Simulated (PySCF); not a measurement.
# C2H7FOSi2: the cost of one run

Programs: PySCF 2.14.0, with density-fitted response routines of our own. Each step states its level of theory. These are calculated values for one molecule in the gas phase, unless marked as measured. Atoms are numbered from 0 throughout.

## (1) The molecule as given

13 atoms, charge 0, multiplicity 1; geometry from: GFN2-xTB. The atoms were then displaced at random by about 0.01 Å, so the start is not that level's minimum.

Bonds of the start (Å): O0–Si1 1.62, Si1–C2 1.93, C2–Si3 1.93, Si3–F4 1.65, Si3–C5 1.88, C5–Si1 1.92, O0–H6 0.95, Si1–H7 1.47, C2–H8 1.09, C2–H9 1.07, Si3–H10 1.44, C5–H11 1.09, C5–H12 1.08.

## (2) Optimising the geometry at PBE0-D3(BJ)/def2-SVP

Job settings and geometry (Å):

```
{"job": {"xc": "PBE0", "basis": "def2-SVP", "d3": "d3bj", "grid": 1, "shake": 0.01, "kind": "geom"}, "charge": 0, "multiplicity": 1}
O     -0.794850    -1.409550    -1.743510
Si     0.128750    -0.173140    -1.235050
C     -0.784110     1.135510    -0.149900
Si     0.097340     0.446320     1.426220
F     -0.983210    -0.546010     2.180770
C      1.200610    -0.589340     0.306650
H     -1.373730    -1.851300    -1.138360
H      0.794860     0.247420    -2.473280
H     -0.476080     2.165400    -0.344620
H     -1.853150     1.110130    -0.146980
H      0.565070     1.290620     2.498490
H      2.222460    -0.204950     0.258860
H      1.261840    -1.637990     0.550400
```

Launch:

```console
OMP_NUM_THREADS=1 python probes_run.py task.json out
```

The driver reads the jobs from task.json and runs them one after another.

**Question.** How long does this first job take on 1 thread of Arm Neoverse V1, shared host, and how much memory does it need?

About 1.9 min, with a peak of 0.52 GiB.
